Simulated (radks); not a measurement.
# Pb⁴⁺ in [Xe] 4f14 5d10: an all-electron calculation

Wanted: eigenvalues, radial structure and energy terms of the lead ion Pb4+.

The numbers are computed with radks (a radial shooting solver on a logarithmic mesh, Libxc functionals) version 1 (scalar-relativistic Kohn-Sham, SOGGA, spin-polarised, spherical densities, finite nucleus), except any that are marked as measured or tabulated.

### 1 The atom as given

```
element            : lead (Z = 82)
charge             : +4
electrons          : 78
configuration      : [Xe] 4f14 5d10
nuclear rms radius : 5.5012 fm
```

The outer shells:

Pb⁴⁺
```
[Xe] core
4f [↑↓][↑↓][↑↓][↑↓][↑↓][↑↓][↑↓]
5d [↑↓][↑↓][↑↓][↑↓][↑↓]
```

### 2 Self-consistent calculation

Settings of this run:

```text
Z 82
configuration [Xe] 4f14 5d10
relativity scalar-relativistic
functional sogga,pbe
spin polarised
nucleus finite rms 5.5012 fm
c 137.035999084
```

Command:

```sh
$ python run_ks.py task.json out
```

The same process makes all the runs of this session.

**Question.** What will this run give?

As calculated:

```
                        quantity                   value
                    total energy     -20866.3570 hartree
exchange-correlation share of it                  1.82 %
                            −T/E                  1.1294
          highest occupied level          5d, -61.585 eV
    most extended occupied level  5d up, <r> = 1.26 bohr
 radius at density 0.001 e/bohr³               3.00 bohr
    maxima of the radial density                       4
         ionisation energy, NIST     68.8 (semi-emp.) eV
```

5 principal shells are occupied and 4 maxima appear in the radial density; where shells overlap, one shows as a shoulder or not at all. −T/E is 1.129: with relativity the kinetic term as defined here no longer equals −E. Minus the highest eigenvalue, 61.585 eV, is 90 % of the tabulated ionisation energy (68.8 eV); the potential of a semilocal functional falls off too fast, so its top eigenvalue is too shallow. 
